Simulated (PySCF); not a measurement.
# S⁺: excitation energies in aug-cc-pwCVTZ

Each state of sulfur is computed at each level; their differences give the excitation energy. How far do the methods differ?

Program: PySCF 2.14.0. Level of theory: unrestricted determinants in a Gaussian basis, no spin-orbit coupling in the energies. These are calculated values, not measurements, unless marked.

## (1) What is computed

| Quantity | Value |
| --- | --- |
| Element | sulfur (Z = 16) |
| Basis | aug-cc-pwCVTZ |
| Hamiltonian | no relativity, point nucleus |
| State 1 | S⁺: [Ne] 3s1 3p3 3d1, high-spin 6D determinant (an excited configuration) |
| State 2 | S⁺: [Ne] 3s1 3p3 4s1, high-spin 6S determinant (an excited configuration) |
| Needed too, but not shown | S⁺ [Ne] 3s2 3p3 (4S) |
| Methods | CCSD(T) |
| Core shells frozen in the correlated runs | valence: [Ne] (for S⁺) |

The outer shells:

S+ [Ne] 3s1 3p3 3d1
```
[Ne] core
3s [↑ ]
3p [↑ ][↑ ][↑ ]
3d [↑ ][  ][  ][  ][  ]
```

S+ [Ne] 3s1 3p3 4s1
```
[Ne] core
3s [↑ ]
3p [↑ ][↑ ][↑ ]
4s [↑ ]
```

The runs were made by one driver on top of PySCF. The scripts below sum up each run's settings (the driver also hands on starting orbitals that pick excited configurations, and frozen orbitals as a list rather than a count), and the logs come from the driver's own runs. The driver starts from symmetry-adapted Hartree-Fock orbitals, holds the occupation by maximum overlap and uses a logarithmic radial grid for functionals, so a plain start would take other cycles.

The integrals over 75 functions and the set-up took 0.8 s of CPU time.

## (2) S⁺ [Ne] 3s1 3p3 3d1: CCSD(T) (valence)

#### CCSD(T) (valence)

Input file input.py:

```python
from pyscf import gto, scf, dft, mp, cc
import basis_set_exchange as bse
mol = gto.M(atom="S 0 0 0", charge=1, spin=5, symmetry="D2h",
            basis=gto.basis.parse(bse.get_basis("aug-cc-pwCVTZ", elements=["S"], fmt="nwchem")))
mf = scf.UHF(mol)
mf.irrep_nelec = {'Ag': (3, 2), 'B1g': (1, 0), 'B1u': (2, 1), 'B2u': (2, 1), 'B3u': (2, 1)}
mf.kernel()
mycc = cc.CCSD(mf, frozen=5).run()
mycc.ccsd_t()
```

## (3) S⁺ [Ne] 3s1 3p3 4s1: CCSD(T) (valence)

#### CCSD(T) (valence)

Changes to input.py since step 2:

```diff
@@ -5,3 +5,3 @@
 mf = scf.UHF(mol)
-mf.irrep_nelec = {'Ag': (3, 2), 'B1g': (1, 0), 'B1u': (2, 1), 'B2u': (2, 1), 'B3u': (2, 1)}
+mf.irrep_nelec = {'Ag': (4, 2), 'B1u': (2, 1), 'B2u': (2, 1), 'B3u': (2, 1)}
 mf.kernel()
```

What does the calculation give?

**Answer**, as computed:

| quantity | value |
| --- | --- |
| excitation energy, S⁺ → [Ne] 3s1 3p3 3d1 | UHF 18.109, CCSD(T) (valence) 20.132 eV |
| excitation energy, S⁺ → [Ne] 3s1 3p3 4s1 | UHF 18.501, CCSD(T) (valence) 20.373 eV |

Each level's miss (mean over 2 differences):

| method | mean absolute miss against CCSD(T) (valence) (eV) |
| --- | --- |
| UHF | 1.948 |
| MP2 (valence) | 0.322 |
| SCS-MP2 (valence) | 0.194 |
| CCSD (valence) | 0.085 |
| CCSD(T) (valence) | 0.000 |

**Reading.** For the first difference the methods span 2.159 eV, from UHF (18.109) to SCS-MP2 (valence) (20.268). No reference value is at hand in this session. All values hold for this basis alone; no basis-set limit was taken.
